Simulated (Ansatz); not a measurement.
# HfMnN2: the cost of one run

Method: DFT PBE, scalar-relativistic, plane waves, PAW, in Ansatz 0.2.0.

### Step 1. The system as given

The structure is tetragonal, space group I4/mmm (No. 139). The conventional cell has a = 5.145 Å, b = 5.145 Å, c = 4.580 Å, α = 90.00°, β = 90.00°, γ = 90.00°. Hf (site symmetry 4/mmm) has 2 Mn at 2.29 Å and 4 N at 2.57 Å in its first shell of neighbours. Mn (site symmetry 4/mmm) is surrounded by 2 Hf at 2.29 Å and 4 N at 2.57 Å. N (site symmetry mmm) has 2 N at 2.29 Å and 2 Hf at 2.57 Å and 2 Mn at 2.57 Å in its first shell of neighbours.

Structure file:

```
Hf Mn N
1.0
    -2.57248    2.57248    2.28990
     2.57248   -2.57248    2.28990
     2.57248    2.57248   -2.28990
Hf Mn N
1 1 2
Direct
  0.00000 0.00000 0.00000
  0.50000 0.50000 0.00000
  0.50000 0.00000 0.50000
  0.00000 0.50000 0.50000
```

The cell is invented: random cell by space group and Wyckoff sites (I4/mmm, No. 139). The dimensions are guesses.

### Step 2. A first look at the guess

The input, input.yaml:

```yaml
crystal:
  lattice:
    - [-2.57247618, 2.57247618, 2.28989722]
    - [2.57247618, -2.57247618, 2.28989722]
    - [2.57247618, 2.57247618, -2.28989722]
  atoms:
    - { symbol: Hf, position: [0.0, 0.0, 0.0] }
    - { symbol: Mn, position: [0.5, 0.5, 0.0], spin: 4.0 }
    - { symbol: "N", position: [0.5, 0.0, 0.5] }
    - { symbol: "N", position: [0.0, 0.5, 0.5] }
basis:
  ecutwfc: 420
kpoints:
  mp_grid: { grid: [6, 6, 6] }
hamiltonian:
  xc: pbe
scf:
  occupations: { method: gaussian, width: 0.1 }
  lower_state_search: "off"
output:
  forces: true
  stress: true
  eigenvalues: true
  populations: true
magnetization:
  spin_polarized: true
```

Command:

```bash
$ ansatz run input.yaml --threads 1 --pin off --max-ram 2560MiB --backend cpu --events-out ev --progress --plain --runs-dir out
```

What time and memory should one allow on 1 thread of Intel Xeon Platinum 8259CL at 2.50GHz (Skylake/Cascade Lake), shared host?

About 11 s, with a peak of 0.47 GiB.
